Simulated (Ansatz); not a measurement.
# CH5BFNSi: the cost of one run

Method: RKS PBE/6-31G*, in Ansatz 0.2.0.

### Step 1. The system as given

Bond lengths: C1–N2 1.235 Å, N2–B3 1.498 Å, B3–F4 1.398 Å, B3–Si5 1.959 Å, C1–H6 1.156 Å, C1–H7 1.068 Å, Si5–H8 1.453 Å, Si5–H9 1.529 Å, Si5–H10 1.467 Å. Angles: C1–N2–B3 120.2°, N2–C1–H6 118.9°, N2–C1–H7 125.8°, H6–C1–H7 115.2°, N2–B3–F4 123.9°, N2–B3–Si5 118.8°, F4–B3–Si5 117.0°, B3–Si5–H8 111.0°, B3–Si5–H9 109.5°, B3–Si5–H10 111.3°, H8–Si5–H9 109.5°, H8–Si5–H10 108.2°, H9–Si5–H10 107.2°.

Structure file:

```xyz
10

C    -1.1672    1.2284   -1.4647
N    -0.4367    0.9955   -0.4959
B    -0.1081   -0.4179   -0.1236
F    -0.5357   -1.5344   -0.8477
Si    1.1171   -0.7409    1.3705
H    -1.4383    2.3248   -1.7099
H    -1.6383    0.4952   -2.0820
H     1.3480   -2.1635    1.5578
H     0.5287   -0.1476    2.6507
H     2.4137   -0.0907    1.1478
```

### Step 2. Relaxing end A

The input, input.yaml:

```yaml
crystal:
  periodic: [false, false, false]
  atoms:
    - { symbol: C, position_ang: [-1.1672, 1.2284, -1.4647] }
    - { symbol: "N", position_ang: [-0.4367, 0.9955, -0.4959] }
    - { symbol: B, position_ang: [-0.1081, -0.4179, -0.1236] }
    - { symbol: F, position_ang: [-0.5357, -1.5344, -0.8477] }
    - { symbol: Si, position_ang: [1.1171, -0.7409, 1.3705] }
    - { symbol: H, position_ang: [-1.4383, 2.3248, -1.7099] }
    - { symbol: H, position_ang: [-1.6383, 0.4952, -2.082] }
    - { symbol: H, position_ang: [1.348, -2.1635, 1.5578] }
    - { symbol: H, position_ang: [0.5287, -0.1476, 2.6507] }
    - { symbol: H, position_ang: [2.4137, -0.0907, 1.1478] }
basis:
  gaussian: { orbitals: "6-31G*" }
hamiltonian:
  xc: pbe
relax:
  f_tol: 0.015
  max_steps: 40
```

Launch:

```console
$ ansatz run input.yaml --threads 1 --pin off --max-ram 2048MiB --backend cpu --events-out ev --progress --plain --runs-dir out
```

**Question.** How long does this run take on 1 thread of an x86-64 CPU, shared host, and how much memory does it need?

About 61 s, with a peak of 0.18 GiB.
